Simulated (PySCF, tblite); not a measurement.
# C₇H₁₁BOSi: geometry, infrared bands and NMR shifts

Aim: predict the infrared bands and NMR shifts of C₇H₁₁BOSi (`BC[SiH2]Oc1ccccc1`).

Computed with tblite 0.8.0 and PySCF 2.14.0, with density-fitted response routines of our own, on a single molecule in the gas phase. Atoms are numbered from 0 throughout.

### 1 Starting geometry

21 atoms, charge 0, multiplicity 1; geometry from: force field or distance geometry start.

Bonds of the start (Å): B0–C1 1.58, C1–Si2 1.86, Si2–O3 1.73, O3–C4 1.39, C4–C5 1.38, C5–C6 1.39, C6–C7 1.39, C7–C8 1.37, C8–C9 1.39, C9–C4 1.38, B0–H10 1.18, B0–H11 1.20, C1–H12 1.12, C1–H13 1.10, Si2–H14 1.49, Si2–H15 1.48, C5–H16 1.06, C6–H17 1.08, C7–H18 1.07, C8–H19 1.10, C9–H20 1.08.

### 2 Optimising the geometry with GFN2-xTB

The job: settings as JSON, then the geometry in Å.

```
{"job": {"kind": "relax", "xc": "GFN2-xTB", "basis": "xTB"}, "charge": 0, "multiplicity": 1}
B     -4.322800     0.030900     0.101400
C     -3.019500    -0.858500     0.136100
Si    -1.579500     0.281200    -0.182100
O     -0.267000    -0.706900    -0.728600
C      1.009400    -0.358900    -0.296500
C      1.798000    -1.269200     0.367900
C      3.077500    -0.908800     0.781800
C      3.535700     0.375400     0.512700
C      2.756100     1.278600    -0.158700
C      1.482600     0.911600    -0.561900
H     -4.264400     1.066600     0.670600
H     -4.898400     0.072400    -0.954600
H     -2.901000    -1.300100     1.162400
H     -2.985700    -1.621200    -0.656500
H     -1.949100     1.288600    -1.221000
H     -1.184100     0.994700     1.052900
H      1.440100    -2.246400     0.578100
H      3.731600    -1.585700     1.312300
H      4.509900     0.687800     0.819700
H      3.173800     2.274900    -0.339000
H      0.848100     1.609800    -1.088000
```

On the command line:

```sh
OMP_NUM_THREADS=1 python probes_run.py task.json out
```

The driver reads the jobs from task.json and runs them one after another.

**Question.** This job is followed by: GFN2-xTB harmonic vibrations, gas phase; GIAO PBE0/pcSseg-1 NMR shielding, non-relativistic, gas phase. What will the session give for the following? strongest single infrared mode (GFN2-xTB); zero-point energy (GFN2-xTB); ¹³C shifts against TMS (PBE0/pcSseg-1, means over atoms taken as alike); ¹H shifts against TMS (PBE0/pcSseg-1, means over atoms taken as alike); ¹¹B shifts against BF3·OEt2 (PBE0/pcSseg-1); ²⁹Si shifts against TMS (PBE0/pcSseg-1); ¹⁷O shifts against H2O (PBE0/pcSseg-1).

**Answer**, as computed:

```
                                                               quantity                                   value
                              strongest single infrared mode (GFN2-xTB)                   2203 cm⁻¹, 448 km/mol
                                           zero-point energy (GFN2-xTB)                           97.9 kcal/mol
¹³C shifts against TMS (PBE0/pcSseg-1, means over atoms taken as alike)    162.0, 135.2, 126.6, 122.4, 37.3 ppm
 ¹H shifts against TMS (PBE0/pcSseg-1, means over atoms taken as alike)  7.99, 7.60, 7.26, 7.07, 5.29, 2.92 ppm
                            ¹¹B shifts against BF3·OEt2 (PBE0/pcSseg-1)                                86.5 ppm
                                ²⁹Si shifts against TMS (PBE0/pcSseg-1)                               -32.5 ppm
                                 ¹⁷O shifts against H2O (PBE0/pcSseg-1)                                98.4 ppm
```

In words: The optimisation took 112 steps and gained 0.734 eV; among the close pairs (by a distance rule), Si2–O3 changed most, from 1.731 to 1.627 Å. All 57 modes are real, so the xTB geometry is a minimum. The strongest single mode, at 2203 cm⁻¹, moves mainly H14 and H15. Unscaled tight-binding wavenumbers are off by several per cent, some by more. Its intensities can rank the bands wrongly. NICS(1)zz of -28 ppm above the planar ring from C4 marks a diatropic (aromatic) ring current.
